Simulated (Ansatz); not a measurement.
# CH5ClSn: the cost of one run

All numbers are computed with Ansatz 0.2.0, driven from Python. Level of theory: MP2/def2-SVP.

## 1. The structure

Bond lengths: Cl1–C2 1.734 Å, C2–Sn3 2.115 Å, C2–H4 1.142 Å, C2–H5 1.126 Å, Sn3–H6 1.764 Å, Sn3–H7 1.803 Å, Sn3–H8 1.724 Å. Angles: Cl1–C2–Sn3 107.7°, Cl1–C2–H4 114.6°, Cl1–C2–H5 109.4°, Sn3–C2–H4 107.0°, Sn3–C2–H5 109.8°, H4–C2–H5 108.2°, C2–Sn3–H6 110.2°, C2–Sn3–H7 110.0°, C2–Sn3–H8 111.3°, H6–Sn3–H7 107.8°, H6–Sn3–H8 110.1°, H7–Sn3–H8 107.3°.

The script holds or builds the structure itself.

## 2. The code

Input file scan.py:

```python
"""Potential curve of CH5ClSn along one bond."""

import ansatz as az
import numpy as np

BASIS = "def2-SVP"
METHOD = "mp2"


def main() -> None:
    ch5clsn = (
        az.Crystal.molecule()
        .atom("Cl", (-2.2537, 0.1452, -0.4202))
        .atom("C", (-0.5982, 0.2932, -0.9157))
        .atom("Sn", (0.6167, -0.256, 0.7264))
        .atom("H", (-0.2862, 1.3468, -1.2251))
        .atom("H", (-0.4046, -0.3991, -1.7823))
        .atom("H", (0.3475, 0.8449, 2.0778))
        .atom("H", (2.3576, -0.1509, 0.2681))
        .atom("H", (0.313, -1.8812, 1.2152))
    )

    symbols = [site.symbol for site in ch5clsn.cartesian_sites]
    start = np.array([site.position_ang for site in ch5clsn.cartesian_sites])
    axis = (start[1] - start[2]) / np.linalg.norm(start[1] - start[2])
    moving = [0, 1, 3, 4]
    lengths, energies = [1.8, 1.95, 2.12, 2.33, 2.64, 3.17, 3.81, 4.65], []
    for length in lengths:
        xyz = start.copy()
        xyz[moving] += (length - np.linalg.norm(start[1] - start[2])) * axis
        point = az.Crystal.molecule()
        for symbol, place in zip(symbols, xyz):
            point = point.atom(symbol, place.tolist())
        model = point.calculation().basis(gaussian=BASIS).correlation(METHOD)
        r = model.run(threads=1).report
        energies.append(r["free_energy_ev"])
        print(f"r = {length:6.3f} A  E = {energies[-1]:.5f} eV  <S^2> = {abs(r['mean_field']['state']['spin_squared']):.3f}")

    print("energy above the lowest point (eV):", [round(e - min(energies), 3) for e in energies])


if __name__ == "__main__":
    main()
```

## 3. What the engine is handed

The package turns the script's settings into the engine's input (first run):

```yaml
crystal:
  periodic: [false, false, false]
  atoms:
    - { symbol: Cl, position_ang: [-2.0726569070631498, 0.0633588059585826, -0.17549602196756828] }
    - { symbol: C, position_ang: [-0.41715690706315, 0.21135880595858264, -0.6709960219675682] }
    - { symbol: Sn, position_ang: [0.6167, -0.256, 0.7264] }
    - { symbol: H, position_ang: [-0.10515690706315006, 1.2649588059585826, -0.9803960219675684] }
    - { symbol: H, position_ang: [-0.22355690706315007, -0.4809411940414174, -1.5375960219675682] }
    - { symbol: H, position_ang: [0.3475, 0.8449, 2.0778] }
    - { symbol: H, position_ang: [2.3576, -0.1509, 0.2681] }
    - { symbol: H, position_ang: [0.313, -1.8812, 1.2152] }
basis:
  gaussian:
    orbitals: def2-SVP
correlation:
  method: mp2
```

## 4. Running it

On the command line:

```
python scan.py
```

What time and memory should one allow on 1 thread of Arm Neoverse V1, shared host?

About 13 s, with a peak of 0.25 GiB.
